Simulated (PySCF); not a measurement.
# [ReO3(OH)2]−: other functionals and bases at one geometry

The task here is to estimate one member of a computed series from the others.

The runs use PySCF 2.14.0; several levels, as the steps say, no spin–orbit coupling.

2 further runs of the same task are left out: 1 for a known fault of the program, 1 that didn't finish.

### The system as given

8 atoms, charge -1, spin multiplicity 1.

Bond lengths: Re1–O2 1.747 Å, Re1–O3 1.761 Å, Re1–O4 1.761 Å, Re1–O5 1.997 Å, Re1–O7 1.998 Å, O5–H6 0.976 Å, O7–H8 0.976 Å. Angles: O2–Re1–O3 114.5°, O2–Re1–O4 114.3°, O2–Re1–O5 97.1°, O2–Re1–O7 97.2°, O3–Re1–O4 131.2°, O3–Re1–O5 86.4°, O3–Re1–O7 87.5°, O4–Re1–O5 87.7°, O4–Re1–O7 86.6°, O5–Re1–O7 165.7°, Re1–O5–H6 106.7°, Re1–O7–H8 106.4°.

Geometry (Å):

```xyz
8

Re    0.00360   -0.01205    0.07781
O    -0.84235   -0.04605    1.60580
O    -1.03192   -0.20602   -1.33344
O     1.74487    0.21147    0.21765
O    -0.14295    1.95401   -0.24214
H     0.62318    2.36801    0.19917
O     0.38538   -1.96954   -0.03995
H    -0.38051   -2.37218   -0.49156
```

Formal oxidation states: Re +7. An earlier session relaxed this geometry at PBE, Re def2-SVP with ECP60, O def2-SVP, H def2-SVP (singlet, point group C1).

At PBE on the finer grid: E = -455.225831 Eh, HOMO -1.53 eV, LUMO 1.69 eV, Mulliken charge on Re1 +0.77 e, largest force component 0.012 eV/Å. 

Levels to run: BLYP; TPSSh; BP86; B3LYP; PBE, TZVP; PBE, x2c-SVP. Hardware: 2 threads of Arm Neoverse V1, shared host.

Set-up of the first run:

run.py (the lines that set the calculation)

```python
mol = gto.M(atom='''
Re     0.00360    -0.01205     0.07781
O     -0.84235    -0.04605     1.60580
O     -1.03192    -0.20602    -1.33344
O      1.74487     0.21147     0.21765
O     -0.14295     1.95401    -0.24214
H      0.62318     2.36801     0.19917
O      0.38538    -1.96954    -0.03995
H     -0.38051    -2.37218    -0.49156''',
    basis={'Re': 'def2-SVP', 'O': 'def2-SVP', 'H': 'def2-SVP'},
    ecp={'Re': 'def2-SVP'},
    charge=-1, spin=0)
mf = dft.RKS(mol, xc='BLYP')
mf.grids.atom_grid = (75, 302)
mf = mf.density_fit()  # fitting sets: Re def2-universal-JKFIT, O def2-universal-JKFIT, H def2-universal-JKFIT
mf.conv_tol = 1e-08; mf.max_cycle = 55
mf.kernel(dm0)  # dm0: the density of the relaxed state
```

Run with:

```bash
$ OMP_NUM_THREADS=2 python run.py
```

Among the steps run: BLYP; TPSSh; BP86; B3LYP; PBE, TZVP; PBE, x2c-SVP.

One table of the session follows, with a row left open; its other results are not shown here.

```
             level  HOMO (eV)  gap (eV)  charge on Re1 (e)  dipole (D)  largest force component (eV/Å)
PBE (relaxed here)      -1.53      3.22               0.77        0.07                            0.01
              BLYP      -1.37      3.19               0.76        0.08                            0.51
             TPSSh      -2.28      4.17               1.01        0.09                            0.57
              BP86      -1.64      3.22               0.79        0.08                            0.10
             B3LYP      -2.84      4.92               0.98        0.11                            0.74
         PBE, TZVP          ?         ?                  ?           ?                               ?
      PBE, x2c-SVP      -1.66      3.04               0.44        0.10                            0.72
```

Estimate the missing values for PBE, TZVP.

The run gave: HOMO (eV): -1.82; gap (eV): 3.26; charge on Re1 (e): 1.17; dipole (D): 0.15; largest force component (eV/Å): 0.18. In the column «HOMO (eV)» it lies between TPSSh (-2.28) and PBE, x2c-SVP (-1.66).

The dipole of a charged species depends on the origin, so these sizes hold for this origin alone.

In one basis the HOMO–LUMO gap runs from 3.19 eV (BLYP) to 4.92 eV (B3LYP). The largest leftover force, 0.74 eV/Å with B3LYP, stands at a geometry relaxed at another level. Total energies of different levels can't be compared.
